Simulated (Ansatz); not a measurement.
# MP2/6-31G(d) (spherical functions) run of C3H5Ga (SMILES C#[C][GaH][CH3])

Aim: the energy change on altering one bond length of C3H5Ga at MP2/6-31G* (spherical functions), from 2 runs. 

Program for the calculation: Ansatz 0.2.0.

64 further runs of the same task are left out: 64 set aside as unsound or not needed.

## 1. The system as given

The species is C3H5Ga (9 atoms), meant as a singlet with charge 0. As SMILES, `C#[C][GaH][CH3]`. The coordinates come from a PBE0-D4/def2-TZVP relaxation.

Bond lengths: C1–C2 1.210 Å, C2–Ga3 1.925 Å, Ga3–C4 1.958 Å, C1–H5 1.066 Å, Ga3–H6 1.564 Å, C4–H7 1.093 Å, C4–H8 1.090 Å, C4–H9 1.094 Å. Some angles: C1–C2–Ga3 179.3°, C2–Ga3–C4 117.4°, C2–C1–H5 179.8°, C2–Ga3–H6 117.1°, C4–Ga3–H6 125.5°, Ga3–C4–H7 109.9°, Ga3–C4–H8 112.6°, Ga3–C4–H9 109.4°, H7–C4–H8 109.1°, H7–C4–H9 106.9°.

## 2. The energy at MP2/6-31G(d) (spherical functions)

File input.yaml:

```yaml
crystal:
  periodic: [false, false, false]
  atoms:
    - {symbol: C, position_ang: [1.498700, 0.816800, -2.138700]}
    - {symbol: C, position_ang: [0.950000, 0.745200, -1.062800]}
    - {symbol: Ga, position_ang: [0.068800, 0.611200, 0.643700]}
    - {symbol: C, position_ang: [-1.036100, -0.972500, 0.966400]}
    - {symbol: H, position_ang: [1.983700, 0.883100, -3.086100]}
    - {symbol: H, position_ang: [0.292600, 1.783100, 1.655500]}
    - {symbol: H, position_ang: [-0.451400, -1.877200, 0.782100]}
    - {symbol: H, position_ang: [-1.435200, -1.006300, 1.980000]}
    - {symbol: H, position_ang: [-1.871000, -0.983500, 0.260000]}
basis:
  gaussian: {orbitals: 6-31G_st_-spherical.json}
correlation: {method: mp2, frozen_orbitals: {C: 1, Ga: 9, H: 0}}
accuracy: high
```

The basis set 6-31G* is read from a file made from the Basis Set Exchange's data (not shown).

Started as:

```sh
$ ansatz run input.yaml --threads 1 --pin off --max-ram 3480MiB --events-out events.jsonl --progress --plain --runs-dir runs
```

What it wrote:

```text
Warning: RAYON_NUM_THREADS=1 ignored (pool sized by the plan → 1); use --threads N
Functional definition: HF
  name "HF"
  exchange = exact_x
  correlation = 0
1868 factors; integrals over basis functions are off by at most 1.6e-8 eV
mean field evaluation 1: about -55492.6251 eV, gradient 2.9e1 eV
mean field evaluation 2: about -55492.7179 eV, gradient 2.9e1 eV
mean field evaluation 4: about -55495.1495 eV, gradient 3.5e0 eV
mean field evaluation 8: about -55495.1873 eV, gradient 4.7e-4 eV
mean field -55495.18732768 eV, -2039.4105183032 hartree, gradient 1.0e-8 eV, S^2 0.000000; 0 other end points of the search recorded, 0 dependent functions left out
12 core orbitals not correlated: weight in the atoms' cores, before any rotation towards them, 1.000 or more for the frozen orbitals, at most 0.000 for the correlated occupied ones
reference -55495.18732768 eV, -2039.4105183032 hartree; 15, 15 occupied and 57, 57 virtual orbitals, 1868 factors
second order -16.68373329 eV of doubles, -0.00000000 eV of singles
Total energy: -55511.87106097 eV, -2040.0236341930 hartree
```

Wall time 3.3 s (1 thread of Intel Xeon Platinum 8488C (Sapphire Rapids), shared host); peak memory 0.25 GiB.

## 3. The distorted shape at the same level

File run.yaml:

```yaml
crystal:
  periodic: [false, false, false]
  atoms:
    - {symbol: C, position_ang: [0.797045, 1.902464, -1.917535]}
    - {symbol: C, position_ang: [0.248345, 1.830864, -0.841635]}
    - {symbol: Ga, position_ang: [-0.632855, 1.696864, 0.864865]}
    - {symbol: C, position_ang: [-1.737755, 0.113164, 1.187565]}
    - {symbol: H, position_ang: [1.282045, 1.968764, -2.864935]}
    - {symbol: H, position_ang: [-0.409055, 2.868764, 1.876665]}
    - {symbol: H, position_ang: [-0.451400, -1.877200, 0.782100]}
    - {symbol: H, position_ang: [-2.136855, 0.079364, 2.201165]}
    - {symbol: H, position_ang: [-2.572655, 0.102164, 0.481165]}
basis:
  gaussian: {orbitals: 6-31G_st_-spherical.json}
magnetization: {spin_polarized: false, initial_magnetization: 0}
correlation: {method: mp2, frozen_orbitals: {C: 1, Ga: 9, H: 0}}
accuracy: high
```

The basis set 6-31G* is read from a file made from the Basis Set Exchange's data (not shown).

Started as:

```sh
$ ansatz run run.yaml --threads 1 --pin off --max-ram 3480MiB --events-out events.jsonl --progress --plain --runs-dir runs
```

What it wrote:

```text
Warning: RAYON_NUM_THREADS=1 ignored (pool sized by the plan → 1); use --threads N
[... 4 set-up lines as earlier in the session ...]
1872 factors; integrals over basis functions are off by at most 1.6e-8 eV
mean field evaluation 1: about -55486.2301 eV, gradient 2.9e1 eV
mean field evaluation 2: about -55486.3250 eV, gradient 2.9e1 eV
mean field evaluation 4: about -55489.5392 eV, gradient 4.0e0 eV
mean field evaluation 8: about -55489.6302 eV, gradient 3.9e-1 eV
mean field evaluation 16: about -55463.7939 eV, gradient 3.5e1 eV
mean field -55489.63143124 eV, -2039.2063428749 hartree, gradient 9.7e-8 eV, S^2 0.000000; 2 other end points of the search recorded, 0 dependent functions left out; unrestricted orbitals would lower it
mean field evaluation 32: about -55490.0767 eV, gradient 1.4e1 eV
unrestricted determinant -55491.48732746 eV, -2039.2745458031 hartree, S^2 0.9003
12 core orbitals not correlated: weight in the atoms' cores, before any rotation towards them, 1.000 or more for the frozen orbitals, at most 0.000 for the correlated occupied ones
reference -55489.63143124 eV, -2039.2063428749 hartree; 15, 15 occupied and 57, 57 virtual orbitals, 1872 factors
second order -17.28321633 eV of doubles, -0.00000000 eV of singles
Total energy: -55506.91464757 eV, -2039.8414893602 hartree
```

Wall time 5.7 s (1 thread of Intel Xeon Platinum 8488C (Sapphire Rapids), shared host); peak memory 0.32 GiB.

## 4. What came out

At MP2/6-31G* (spherical functions), 12 core orbitals frozen:

| quantity | value |
| --- | --- |
| first shape: total energy | -2040.02363 Eh |
| first shape: correlation energy (12 core orbitals frozen) | -613.1 mEh |
| distorted shape: total energy | -2039.84149 Eh |
| distorted shape: correlation energy (12 core orbitals frozen) | -635.1 mEh |
| energy change with the C4–H7 bond stretched from 1.093 to 2.404 Å | 4.956 eV |

What this shows: One bond (distorted shape) is far stretched, which a spin-restricted single reference describes badly; perturbation theory on it can break down and give far too much correlation. With the C4–H7 bond stretched from 1.093 to 2.404 Å the energy rises by 4.96 eV (114 kcal/mol). The first shape isn't relaxed at this level, so the change isn't measured from a minimum. A restricted reference can't describe the breaking bond well at this length. The restricted solution (distorted shape) is unstable to spin breaking: an unrestricted one lies lower.
